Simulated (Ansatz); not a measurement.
# Ga11N10 wurtzite ring sphere (Ga₁₁N₁₀H₂₈−): single points with varied inputs, part 2 of 2

Ansatz 0.2.0, Gaussian basis; the settings change from run to run. Earlier steps stand in the parts before.

### 3 BLYP/def2-mTZVPP

Set apart from the defaults: density fitting with def2-universal-jkfit, D3(BJ) dispersion.

in.yaml

```yaml
crystal:
  periodic: [false, false, false]
  atoms:
    - {symbol: Ga, position_ang: [-2.433020, -1.400096, -2.877237]}
    - {symbol: N, position_ang: [-2.326778, -1.342148, -0.826108]}
    - {symbol: Ga, position_ang: [0.672622, -3.297947, -0.268923]}
    - {symbol: N, position_ang: [0.836156, -3.191073, 1.805119]}
    - {symbol: Ga, position_ang: [0.916328, -1.398287, -2.796654]}
    - {symbol: N, position_ang: [-0.757592, -0.433642, -3.312506]}
    - {symbol: N, position_ang: [0.827052, -1.406108, -0.776261]}
    - {symbol: Ga, position_ang: [-0.706486, -0.407361, -0.184929]}
    - {symbol: Ga, position_ang: [0.809922, -1.362255, 2.616932]}
    - {symbol: N, position_ang: [-0.738958, -0.428230, 1.822723]}
    - {symbol: Ga, position_ang: [-0.753800, 1.497493, -2.793834]}
    - {symbol: N, position_ang: [-0.803891, 1.420904, -0.773543]}
    - {symbol: Ga, position_ang: [-2.518622, 2.233532, -0.263786]}
    - {symbol: Ga, position_ang: [-0.772023, 1.379027, 2.619561]}
    - {symbol: N, position_ang: [-2.343366, 2.317325, 1.810431]}
    - {symbol: Ga, position_ang: [2.463922, -0.585449, -0.141821]}
    - {symbol: N, position_ang: [2.344879, -0.433935, 1.851341]}
    - {symbol: N, position_ang: [2.293311, 1.323815, -0.756128]}
    - {symbol: Ga, position_ang: [0.726286, 2.426386, -0.138868]}
    - {symbol: Ga, position_ang: [2.520356, 1.452008, 2.520887]}
    - {symbol: N, position_ang: [0.799118, 2.244727, 1.853949]}
    - {symbol: H, position_ang: [-2.346539, -2.944697, -3.257604]}
    - {symbol: H, position_ang: [-3.726944, -0.550567, -3.253940]}
    - {symbol: H, position_ang: [-2.329986, -2.313531, -0.482337]}
    - {symbol: H, position_ang: [-3.169773, -0.861427, -0.479814]}
    - {symbol: H, position_ang: [-0.828614, -3.837192, -0.429730]}
    - {symbol: H, position_ang: [1.921327, -4.190419, -0.682936]}
    - {symbol: H, position_ang: [0.088991, -3.765969, 2.220547]}
    - {symbol: H, position_ang: [1.707717, -3.665050, 2.083490]}
    - {symbol: H, position_ang: [0.864440, -2.910903, -3.307114]}
    - {symbol: H, position_ang: [2.178034, -0.489033, -3.206118]}
    - {symbol: H, position_ang: [-0.723418, -0.413061, -4.345474]}
    - {symbol: H, position_ang: [0.753572, -1.493100, 4.199187]}
    - {symbol: H, position_ang: [-1.589962, -0.919645, 2.136181]}
    - {symbol: H, position_ang: [-2.089163, 2.211126, -3.302476]}
    - {symbol: H, position_ang: [0.664857, 2.134606, -3.203484]}
    - {symbol: H, position_ang: [-3.737323, 1.204791, -0.426551]}
    - {symbol: H, position_ang: [-2.665427, 3.762332, -0.674142]}
    - {symbol: H, position_ang: [-0.912012, 1.393617, 4.201973]}
    - {symbol: H, position_ang: [-3.214489, 1.956377, 2.225433]}
    - {symbol: H, position_ang: [-2.318441, 3.308512, 2.090996]}
    - {symbol: H, position_ang: [3.862879, -1.217400, -0.535252]}
    - {symbol: H, position_ang: [3.192125, -0.900730, 2.211212]}
    - {symbol: H, position_ang: [2.231998, 1.289648, -1.789559]}
    - {symbol: H, position_ang: [3.164929, 1.826500, -0.534553]}
    - {symbol: H, position_ang: [0.879357, 3.954294, -0.530331]}
    - {symbol: H, position_ang: [2.529011, 1.455360, 4.117362]}
    - {symbol: H, position_ang: [3.738243, 2.155557, 1.749471]}
    - {symbol: H, position_ang: [0.819167, 3.211336, 2.215186]}
basis:
  gaussian: {orbitals: def2-mTZVPP, fitting: {mean_field: def2-universal-jkfit}}
total_charge: -1
hamiltonian: {xc: {name: BLYP}, dispersion: d3bj}
scf: {omitted_lower_state_checks: [starts]}
output: {forces: true}
```

On the command line:

```
$ ansatz run in.yaml --threads 4 --pin off --events-out ev --progress --plain --max-ram 46080MiB --backend cuda --devices 0, --max-vram 37GiB
```

Output:

```text
Functional definition: BLYP
  name "BLYP"
  cite "Becke, Phys. Rev. A 38, 3098 (1988) doi:10.1103/PhysRevA.38.3098"
  cite "Lee, Yang & Parr, Phys. Rev. B 37, 785 (1988) doi:10.1103/PhysRevB.37.785"
  parameter beta = 0.0042
  parameter a = 0.04918
  parameter b = 0.132
  parameter c = 0.2533
  parameter d = 0.349
  exchange = b88_x(beta = beta)
  correlation = lyp_c(a = a, b = b, c = c, d = d)
these checks for a lower state are left out or cut short: starts
4200 factors; integrals over basis functions are off by at most 4.0e-1 eV
mean field evaluation 1: about -591459.8009 eV, gradient 2.4e2 eV
mean field evaluation 2: about -591000.4523 eV, gradient 4.9e2 eV
mean field evaluation 4: about -591546.8882 eV, gradient 4.7e1 eV
mean field evaluation 8: about -591551.6112 eV, gradient 2.0e0 eV
mean field evaluation 16: about -591551.6176 eV, gradient 3.6e-3 eV
mean field -591551.61763523 eV, -21739.1209800068 hartree, gradient 6.1e-5 eV, S^2 0.000000; 0 other end points of the search recorded, 0 dependent functions left out
the calculation of the forces begins
reference -591551.61842740 eV, -21739.1210091185 hartree; 220, 220 occupied and 556, 556 virtual orbitals, 4200 factors
Total energy: -591557.43961092 eV, -21739.3349336674 hartree
Atom 0 at    -2.433020    -1.400096    -2.877237 Å, force    -0.282787    -0.163478    -0.207114 eV/Å
Atom 1 at    -2.326778    -1.342148    -0.826108 Å, force    -0.322960    -0.187838     0.275639 eV/Å
Atom 2 at     0.672622    -3.297947    -0.268923 Å, force    -0.034510    -0.310965    -0.126337 eV/Å
Atom 3 at     0.836156    -3.191073     1.805119 Å, force     0.031359    -0.396442     0.248172 eV/Å
Atom 4 at     0.916328    -1.398287    -2.796654 Å, force     0.238709    -0.127426    -0.222021 eV/Å
Atom 5 at    -0.757592    -0.433642    -3.312506 Å, force     0.021095     0.012045    -0.371307 eV/Å
Atom 6 at     0.827052    -1.406108    -0.776261 Å, force     0.013949    -0.033088    -0.037882 eV/Å
Atom 7 at    -0.706486    -0.407361    -0.184929 Å, force    -0.037716    -0.022704     0.076904 eV/Å
Atom 8 at     0.809922    -1.362255     2.616932 Å, force    -0.003439    -0.091571     0.381632 eV/Å
Atom 9 at    -0.738958    -0.428230     1.822723 Å, force    -0.274023    -0.158174     0.107018 eV/Å
Atom 10 at    -0.753800     1.497493    -2.793834 Å, force     0.009339     0.270777    -0.222178 eV/Å
Atom 11 at    -0.803891     1.420904    -0.773543 Å, force    -0.022411     0.029830    -0.038184 eV/Å
Atom 12 at    -2.518622     2.233532    -0.263786 Å, force    -0.286042     0.126548    -0.125743 eV/Å
Atom 13 at    -0.772023     1.379027     2.619561 Å, force    -0.080611     0.042404     0.381917 eV/Å
Atom 14 at    -2.343366     2.317325     1.810431 Å, force    -0.327959     0.224808     0.249079 eV/Å
Atom 15 at     2.463922    -0.585449    -0.141821 Å, force     0.303992    -0.141762    -0.071233 eV/Å
Atom 16 at     2.344879    -0.433935     1.851341 Å, force     0.276718    -0.131245     0.119284 eV/Å
Atom 17 at     2.293311     1.323815    -0.756128 Å, force     0.314567     0.182706    -0.328464 eV/Å
Atom 18 at     0.726286     2.426386    -0.138868 Å, force     0.029800     0.334025    -0.070662 eV/Å
Atom 19 at     2.520356     1.452008     2.520887 Å, force     0.285528     0.164484     0.211409 eV/Å
Atom 20 at     0.799118     2.244727     1.853949 Å, force     0.024997     0.304811     0.119838 eV/Å
Atom 21 at    -2.346539    -2.944697    -3.257604 Å, force    -0.003726     0.063652     0.002636 eV/Å
Atom 22 at    -3.726944    -0.550567    -3.253940 Å, force     0.053353    -0.035025     0.002643 eV/Å
Atom 23 at    -2.329986    -2.313531    -0.482337 Å, force    -0.018494     0.217573    -0.079099 eV/Å
Atom 24 at    -3.169773    -0.861427    -0.479814 Å, force     0.179040    -0.123080    -0.079274 eV/Å
Atom 25 at    -0.828614    -3.837192    -0.429730 Å, force     0.080528     0.023183     0.008515 eV/Å
Atom 26 at     1.921327    -4.190419    -0.682936 Å, force    -0.052788     0.040787     0.017475 eV/Å
Atom 27 at     0.088991    -3.765969     2.220547 Å, force     0.160063     0.121605    -0.099620 eV/Å
Atom 28 at     1.707717    -3.665050     2.083490 Å, force    -0.180376     0.108377    -0.070953 eV/Å
Atom 29 at     0.864440    -2.910903    -3.307114 Å, force     0.003919     0.072039     0.005959 eV/Å
Atom 30 at     2.178034    -0.489033    -3.206118 Å, force    -0.062688    -0.051913     0.004372 eV/Å
Atom 31 at    -0.723418    -0.413061    -4.345474 Å, force    -0.013035    -0.007513     0.209948 eV/Å
Atom 32 at     0.753572    -1.493100     4.199187 Å, force    -0.000524     0.011169    -0.032180 eV/Å
Atom 33 at    -1.589962    -0.919645     2.136181 Å, force     0.173404     0.100174    -0.084574 eV/Å
Atom 34 at    -2.089163     2.211126    -3.302476 Å, force     0.063961    -0.032556     0.006097 eV/Å
Atom 35 at     0.664857     2.134606    -3.203484 Å, force    -0.076059    -0.027995     0.004780 eV/Å
Atom 36 at    -3.737323     1.204791    -0.426551 Å, force     0.060519     0.057480     0.008886 eV/Å
Atom 37 at    -2.665427     3.762332    -0.674142 Å, force     0.008736    -0.065940     0.016846 eV/Å
Atom 38 at    -0.912012     1.393617     4.201973 Å, force     0.009378    -0.006069    -0.032190 eV/Å
Atom 39 at    -3.214489     1.956377     2.225433 Å, force     0.185650     0.078207    -0.099568 eV/Å
Atom 40 at    -2.318441     3.308512     2.090996 Å, force     0.003771    -0.210744    -0.071871 eV/Å
Atom 41 at     3.862879    -1.217400    -0.535252 Å, force    -0.032585     0.006832     0.008430 eV/Å
Atom 42 at     3.192125    -0.900730     2.211212 Å, force    -0.180962     0.092909    -0.087520 eV/Å
Atom 43 at     2.231998     1.289648    -1.789559 Å, force     0.030582     0.017104     0.256429 eV/Å
Atom 44 at     3.164929     1.826500    -0.534553 Å, force    -0.196621    -0.113440    -0.051892 eV/Å
Atom 45 at     0.879357     3.954294    -0.530331 Å, force    -0.010481    -0.031623     0.008287 eV/Å
Atom 46 at     2.529011     1.455360     4.117362 Å, force    -0.000469    -0.000164    -0.058035 eV/Å
Atom 47 at     3.738243     2.155557     1.749471 Å, force    -0.051492    -0.029707     0.023478 eV/Å
Atom 48 at     0.819167     3.211336     2.215186 Å, force    -0.010200    -0.203066    -0.087772 eV/Å
Dipole moment:    -0.168564    -0.099199     1.487220 e Å
Checks for a lower state left out: starts
```

Wall time 7.5 s (1 × H100 (card shared with other runs) with 4 threads of AMD EPYC 7R13, shared host); peak host memory 1.3 GiB.

Largest force 0.490 eV/Å.

### 4 PBE0/def2-SVPD

Set apart from the defaults: density fitting with def2-universal-jkfit.

Edit in.yaml of step 3 so:

```diff
@@ -53,6 +53,4 @@
 basis:
-  gaussian: {orbitals: def2-mTZVPP, fitting: {mean_field: def2-universal-jkfit}}
+  gaussian: {orbitals: def2-SVPD, fitting: {mean_field: def2-universal-jkfit}}
 total_charge: -1
-hamiltonian: {xc: {name: BLYP}, dispersion: d3bj}
-scf: {omitted_lower_state_checks: [starts]}
-output: {forces: true}
+hamiltonian: {xc: {name: PBE0}}
```

The command is unchanged.

Output:

```text
Functional definition: PBE0
  name "PBE0"
  cite "Adamo & Barone, J. Chem. Phys. 110, 6158 (1999) doi:10.1063/1.478522"
  cite "Perdew, Burke & Ernzerhof, Phys. Rev. Lett. 77, 3865 (1996) doi:10.1103/PhysRevLett.77.3865"
  parent pbe
  parameter a = 0.25
  parameter kappa = 0.804
  parameter beta = 0.06672455060314922
  exchange = (1 - a)*pbe_x(kappa = kappa, mu = beta*pi^2/3) + a*exact_x
  correlation = pbe_c(beta = beta)
4200 factors; integrals over basis functions are off by at most 3.4e-1 eV
mean field evaluation 1: about -591320.3385 eV, gradient 1.5e2 eV
mean field evaluation 2: about -591252.5272 eV, gradient 2.3e2 eV
mean field evaluation 4: about -591357.7448 eV, gradient 1.4e1 eV
mean field evaluation 8: about -591358.0862 eV, gradient 4.1e-1 eV
mean field evaluation 16: about -591358.0876 eV, gradient 4.3e-4 eV
mean field -591358.08760903 eV, -21732.0088827235 hartree, gradient 1.7e-5 eV, S^2 0.000000; 0 other end points of the search recorded, 0 dependent functions left out
reference -591358.08771030 eV, -21732.0088864449 hartree; 220, 220 occupied and 622, 622 virtual orbitals, 4200 factors
Total energy: -591358.08771030 eV, -21732.0088864449 hartree
```

Run time: 7 s. Hardware: 1 × H100 (card shared with other runs) with 4 threads of AMD EPYC 7R13, shared host; peak host memory 1.2 GiB.

### 5 All runs side by side

| level | charge | multiplicity | geometry | functions | energy (eV) | time |
| --- | --- | --- | --- | --- | --- | --- |
| r2SCAN0/def2-TZVP | -1 | 3 | shaken | 1006 | -591508.993 | 64 s |
| BLYP/def2-mTZVPP | -1 | 1 | relaxed | 776 | -591557.440 | 7.5 s |
| PBE0/def2-SVPD | -1 | 1 | relaxed | 842 | -591358.088 | 7 s |

### 6 What came out

The summary covers parts 1 to 2.

```
                                         quantity                    value
                                             runs                        3
                                         quickest      PBE0/def2-SVPD, 7 s
                                          slowest  r2SCAN0/def2-TZVP, 64 s
spread of total energies, same state and geometry                 199.4 eV
```

**Reading.** Run time spans a factor of 9, from PBE0/def2-SVPD to r2SCAN0/def2-TZVP. The jobs differ in tasks and options as well as level. The totals spread over 199 eV; they can't be compared across methods or bases. At the PBE-D4/def2-SVP geometry and in the same state, runs without warnings or point charges leave forces up to 0.49 eV/Å (BLYP/def2-mTZVPP).
